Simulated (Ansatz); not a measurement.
Run this with the Ansatz DFT code, driven from Python and show what comes out.

`run_pdos.py`
```python
import warnings

import ansatz as az
import numpy as np


def main() -> None:
    crystal = (
        az.Lattice.of([-1.641, 1.641, 1.641], [1.641, -1.641, 1.641], [1.641, 1.641, -1.641])
        .atom('Ti', [0.0, 0.0, 0.0])
    )

    model = (
        crystal.calculation()
        .functional('PBEsol')
        .kpoints(11, 11, 11)
        .occupations('Methfessel-Paxton')
        .scf(extra_bands=8)
        .density_of_states(projected=True, energy_step=0.1)
    )
    with warnings.catch_warnings(record=True) as caught:
        warnings.simplefilter('always')
        out = model.run()
    print('warnings raised:', sorted(w.category.__name__ for w in caught) or 'none')
    report = out.report

    dos = out.density_of_states()
    energy = np.asarray(dos.energies_ev) - dos.fermi_ev
    curves = {}
    for site in out.projected_density_of_states().sites:
        for shell in site.shells:
            weight = sum(np.sum(curve.g_bin_mean_per_ev, axis=0) for curve in shell.curves)
            name = f'{site.species} {shell.label}'
            curves[name] = curves.get(name, 0) + weight

    print('E-EF   ' + ' '.join(f'{name:>8s}' for name in curves))
    for e in np.arange(-6, 6 + 0.1, 0.5):
        print(f'{e:5.1f}  ' + ' '.join(f'{np.interp(e, energy, g):8.3f}' for g in curves.values()))


if __name__ == '__main__':
    main()
```

Output of `python run_pdos.py`:
```text
warnings raised: ['DeckWarning', 'PlacementWarning']
E-EF      Ti 3S    Ti 4S    Ti 3P    Ti 3D
 -6.0     0.000    0.000    0.000    0.000
 -5.5     0.008    0.043    0.000    0.000
 -5.0     0.012    0.079    0.001    0.001
 -4.5     0.012    0.110    0.003    0.004
 -4.0     0.012    0.144    0.004    0.012
 -3.5     0.010    0.181    0.005    0.031
 -3.0     0.007    0.224    0.007    0.077
 -2.5     0.005    0.282    0.008    0.240
 -2.0     0.004    0.294    0.009    0.642
 -1.5     0.001    0.177    0.010    1.255
 -1.0     0.000    0.023    0.004    0.587
 -0.5     0.001    0.019    0.014    2.231
  0.0     0.003    0.084    0.010    1.931
  0.5     0.004    0.084    0.005    1.587
  1.0     0.000    0.005    0.001    0.401
  1.5     0.000    0.005    0.001    0.510
  2.0     0.001    0.019    0.002    1.396
  2.5     0.001    0.014    0.002    2.588
  3.0     0.001    0.037    0.001    3.452
  3.5     0.004    0.105    0.001    1.324
  4.0     0.005    0.096    0.000    0.435
  4.5     0.008    0.111    0.000    0.331
  5.0     0.009    0.106    0.000    0.206
  5.5     0.008    0.093    0.000    0.133
  6.0     0.007    0.069    0.000    0.083
```

The mesh is modest for a metal, so energies can be off by several to tens of meV an atom and pressures by half a GPa or more; differences at equal mesh fare better. This isn't the structure that Ti takes at ambient conditions. Curves are summed over the cell's atoms. Only shells that the potentials hold have channels, so projections don't add up to the total, least of all where a shell is missing (p of most metals); heights and places of peaks move with the mesh. The density of states is complete only as far up as bands were computed. Hardware and time: 1.3 s on 1 thread of Arm Neoverse V2, on a shared host, peak memory 0.32 GiB.
